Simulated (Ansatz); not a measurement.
This script makes a scan of ordered alloys across composition of Pd-Ti mixtures with the Ansatz DFT code, driven from Python.

`pd_alloy.py`:
```python
# -*- coding: utf-8 -*-
"""Mixing of Pd and Ti on the fcc lattice, after relaxing cells and atoms."""

from collections import Counter
import warnings

import ansatz as az
import numpy as np
from tabulate import tabulate


def fcc(a_site, a):
    return (
        az.Lattice.fcc(a)
        .space_group(225)
        .atom(a_site, (0, 0, 0))
        .primitive()
    )

A_FIRST, A_LAST = 3.89, 4.13


def run_phase(name, crystal):
    calc = (
        crystal.calculation()
        .accuracy("low")
        .functional("r2scan")
        .scf(extra_bands=16)
        .mixing("anderson", beta=0.1)
        .basis(600)
        .kpoints(spacing=0.3)
        .occupations("cold", width=0.1)
        .band_table()
    )
    calc = calc.relax(force_tolerance=0.02, cell=True)
    return calc.run()


def volume_per_atom(outcome):
    return abs(np.linalg.det(outcome.lattice.cell_ang)) / len(outcome.lattice.sites)


def counts(outcome):
    return Counter(site.symbol for site in outcome.lattice.sites)

warnings.simplefilter("ignore", az.DeckWarning)

# ordered cells: the first k mixed sites take the second element
phases = {}
for k in range(4 + 1):
    a = A_FIRST + (A_LAST - A_FIRST) * k / 4
    cell = fcc("Pd", a).conventional().resolved()
    sites = [site.position for site in cell.sites if site.symbol == "Pd"]
    for position in sites[:k]:
        cell = cell.substitution("Ti", at=position, replaces="Pd")
    phases[f"Pd{4 - k}Ti{k}"] = cell.resolved()

done = {}
for name, crystal in phases.items():
    done[name] = run_phase(name, crystal)
    print(f"{name}: {done[name].report['energy_sigma0_ev']:.4f} eV, {len(done[name].lattice.sites)} atoms")

# x is the share of the second element on the mixed sites; both end members stand on this same lattice
x = {name: counts(o)["Ti"] / (counts(o)["Pd"] + counts(o)["Ti"]) for name, o in done.items()}
first, last = min(x, key=x.get), max(x, key=x.get)
energy = {name: o.report["energy_sigma0_ev"] / len(o.lattice.sites) for name, o in done.items()}
volume = {name: volume_per_atom(o) for name, o in done.items()}
rows = []
for name in sorted(done, key=x.get):
    line = lambda table: (1 - x[name]) * table[first] + x[name] * table[last]
    rows.append((name, x[name], 1000 * (energy[name] - line(energy)), volume[name], 100 * (volume[name] / line(volume) - 1)))
print(tabulate(rows, headers=["cell", "x(Ti)", "E_mix (meV/atom)", "V (A^3/atom)", "excess V (%)"], floatfmt=".4f", tablefmt="rst"))
# a fit of these few cells to Omega x(1 - x); small periodic cells, not a random solution
shape = np.array([row[1] * (1 - row[1]) for row in rows])
print("Omega =", round(float(shape @ [row[2] for row in rows] / (shape @ shape)), 1), "meV/atom")
```

Do these ordered cells favour mixing or separation, and does the volume follow a straight line between the end members?

Mixing energies: -683 meV an atom at x(Ti) = 0.25 (volume -4.9 % off the straight line), -562 meV an atom at x(Ti) = 0.50 (volume -5.0 % off the straight line) and -269 meV an atom at x(Ti) = 0.75 (volume -3.3 % off the straight line). All are negative, so these cells are favoured over the separated end members on this lattice.

What the script printed:

```console
$ python pd_alloy.py
Pd4Ti0: -27942.9528 eV, 4 atoms
Pd3Ti1: -23464.2515 eV, 4 atoms
Pd2Ti2: -18982.3313 eV, 4 atoms
Pd1Ti3: -14499.7270 eV, 4 atoms
Pd0Ti4: -10017.2160 eV, 4 atoms
======  =======  ==================  ==============  ==============
cell      x(Ti)    E_mix (meV/atom)    V (A^3/atom)    excess V (%)
======  =======  ==================  ==============  ==============
Pd4Ti0   0.0000              0.0000         14.9010          0.0000
Pd3Ti1   0.2500           -683.2218         14.7531         -4.9434
Pd2Ti2   0.5000           -561.7306         15.3276         -5.0321
Pd1Ti3   0.7500           -269.2035         16.2118         -3.2657
Pd0Ti4   1.0000              0.0000         17.3785          0.0000
======  =======  ==================  ==============  ==============
Omega = -2402.0 meV/atom
```

Notes:
- The settings weren't tested for convergence.
- The run is spin-unpolarised.
- For the metals among these phases the mesh is modest: differences between phases can be off by up to 40 meV an atom.
- These are small ordered cells, with both end members on the same lattice, which need not be their own; they aren't random solutions. Differences under about 40 meV an atom lie within the error of mesh and functional.
- The cells are prototypes set up for this calculation and needn't exist.
- Finished in 7.8 min on 1 thread of Arm Neoverse V1, with other jobs on the host, peak memory 0.64 GiB.

(A comment or docstring line of the script was reworded after the run, the code is as it ran; lines on the test bed's own set-up are left out of the output.)
